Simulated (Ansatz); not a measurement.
# CH7SSbSi: the cost of one run

The runs use Ansatz 0.2.0, Gaussian basis; the settings change from run to run.

1 further run of the same task is left out (for a known fault of the program).

### Step 1. The geometry

The geometry comes from an earlier relaxation with PBE0-D4 in a triple-zeta def2 set; it is a stationary point, not always the lowest conformer. Sb takes a core potential in def2 sets; no spin-orbit term is included.

SMILES `[SiH3][CH](S)[SbH2]`, 11 atoms, charge 0, spin multiplicity 1.

Atoms are counted from 1 here; the program's logs count them from 0.

Bond lengths: Si1–C2 1.881 Å, Si1–H5 1.487 Å, Si1–H6 1.486 Å, Si1–H7 1.486 Å, C2–S3 1.801 Å, C2–Sb4 2.181 Å, C2–H8 1.095 Å, S3–H9 1.344 Å, Sb4–H10 1.713 Å, Sb4–H11 1.707 Å. Angles: C2–Si1–H5 108.6°, C2–Si1–H6 110.8°, C2–Si1–H7 109.6°, H5–Si1–H6 109.3°, H5–Si1–H7 109.3°, H6–Si1–H7 109.2°, Si1–C2–S3 108.2°, Si1–C2–Sb4 108.6°, Si1–C2–H8 108.5°, S3–C2–Sb4 116.0°, S3–C2–H8 110.4°, Sb4–C2–H8 105.0°, C2–S3–H9 98.9°, C2–Sb4–H10 92.5°, C2–Sb4–H11 93.1°, H10–Sb4–H11 91.3°.

### Step 2. MP2/def2-TZVPP

Options: unrestricted orbitals, atoms shaken by 0.03 Å, density fitting with def2-universal-jkfit, finite nuclei.

Contents of in.yaml:

```yaml
crystal:
  periodic: [false, false, false]
  atoms:
    - {symbol: Si, position_ang: [-0.907324, 1.394365, 0.182773]}
    - {symbol: C, position_ang: [0.485348, 0.211905, -0.240913]}
    - {symbol: S, position_ang: [1.503326, -0.021828, 1.190937]}
    - {symbol: Sb, position_ang: [-0.410766, -1.613747, -1.085234]}
    - {symbol: H, position_ang: [-1.640593, 1.854929, -1.009777]}
    - {symbol: H, position_ang: [-0.398947, 2.618745, 0.858711]}
    - {symbol: H, position_ang: [-1.901459, 0.679733, 1.029251]}
    - {symbol: H, position_ang: [1.008142, 0.676825, -1.052184]}
    - {symbol: H, position_ang: [2.090404, -1.210980, 0.881164]}
    - {symbol: H, position_ang: [1.112097, -2.383814, -1.073069]}
    - {symbol: H, position_ang: [-0.859872, -2.271681, 0.352469]}
basis:
  gaussian: {orbitals: def2-TZVPP, fitting: {mean_field: def2-universal-jkfit}, nuclear_model: gaussian}
magnetization: {spin_polarized: true, initial_magnetization: 0}
hamiltonian: {xc: {name: HF}}
correlation: {method: mp2}
```

On the command line:

```
$ ansatz run in.yaml --threads 4 --pin off --events-out ev --progress --plain --max-ram 10444MiB
```

Q: Estimate wall time and peak memory on 4 threads of Arm Neoverse V1, shared host.

About 4.4 s, with a peak of 0.53 GiB.
